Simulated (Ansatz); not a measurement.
# FH3Se3Zr: how energies converge with the basis set

An exercise on one series of results from a longer session: the logs are not shown, and one member is left open.

Computed with Ansatz 0.2.0, Gaussian basis. Level: one geometry, several basis sets.

Plan: PBE0-D4/def2-SVP; ωB97M-V/def2-SVP; PBE0-D4/def2-QZVPP; ωB97M-V/def2-QZVPP; the functionals' def2-TZVPP values are taken from earlier runs.

## The relaxed structure

All runs share one geometry, relaxed beforehand with PBE0-D4 in a triple-zeta def2 set. Zr takes the def2 core potential; no spin-orbit term is included.

SMILES `[F][Zr]([SeH])([SeH])[SeH]`, 8 atoms, charge 0, spin multiplicity 1.

Atoms are counted from 1 here; the program's logs count them from 0.

Bond lengths: F1–Zr2 1.886 Å, Zr2–Se3 2.563 Å, Zr2–Se4 2.558 Å, Zr2–Se5 2.553 Å, Se3–H6 1.476 Å, Se4–H7 1.475 Å, Se5–H8 1.476 Å. Angles: F1–Zr2–Se3 111.8°, F1–Zr2–Se4 111.3°, F1–Zr2–Se5 112.7°, Se3–Zr2–Se4 110.0°, Se3–Zr2–Se5 104.7°, Se4–Zr2–Se5 106.1°, Zr2–Se3–H6 87.9°, Zr2–Se4–H7 85.4°, Zr2–Se5–H8 87.7°.

Set-up of the first run:

Contents of in.yaml:

```yaml
crystal:
  periodic: [false, false, false]
  atoms:
    - {symbol: F, position_ang: [0.322405, 2.244271, 0.148918]}
    - {symbol: Zr, position_ang: [0.253718, 0.361146, 0.064702]}
    - {symbol: Se, position_ang: [-2.095485, -0.478511, -0.521323]}
    - {symbol: Se, position_ang: [1.954446, -0.557147, -1.611056]}
    - {symbol: Se, position_ang: [0.795945, -0.744956, 2.300846]}
    - {symbol: H, position_ang: [-2.163427, 0.587096, -1.540672]}
    - {symbol: H, position_ang: [1.005943, -1.673462, -1.782425]}
    - {symbol: H, position_ang: [-0.073543, 0.261563, 2.941009]}
basis:
  gaussian: {orbitals: def2-SVP}
hamiltonian: {xc: pbe0, dispersion: d4}
output: {orbitals: {seedname: orbitals}}
```

The run is started by

```console
> ansatz run in.yaml --threads 2 --pin off --events-out ev --progress --plain --max-ram 32768MiB --backend cpu
```

Steps of the session up to this table: PBE0-D4 in def2-SVP; ωB97M-V in def2-SVP; PBE0-D4 in def2-QZVPP; ωB97M-V in def2-QZVPP.

One table of the session follows, with a row left open; its other results are not shown here.

It belongs to the step «Functionals by basis». 

```
functional       basis  HOMO (eV)  LUMO (eV)
   PBE0-D4    def2-SVP      -7.37      -2.38
   PBE0-D4  def2-TZVPP          ?          ?
   PBE0-D4  def2-QZVPP      -7.40      -2.39
   ωB97M-V    def2-SVP      -9.40      -0.40
   ωB97M-V  def2-TZVPP      -9.46      -0.45
   ωB97M-V  def2-QZVPP      -9.47      -0.45
```

**Question.** Estimate the row for PBE0-D4, def2-TZVPP.

As computed: HOMO (eV): -7.40; LUMO (eV): -2.40.
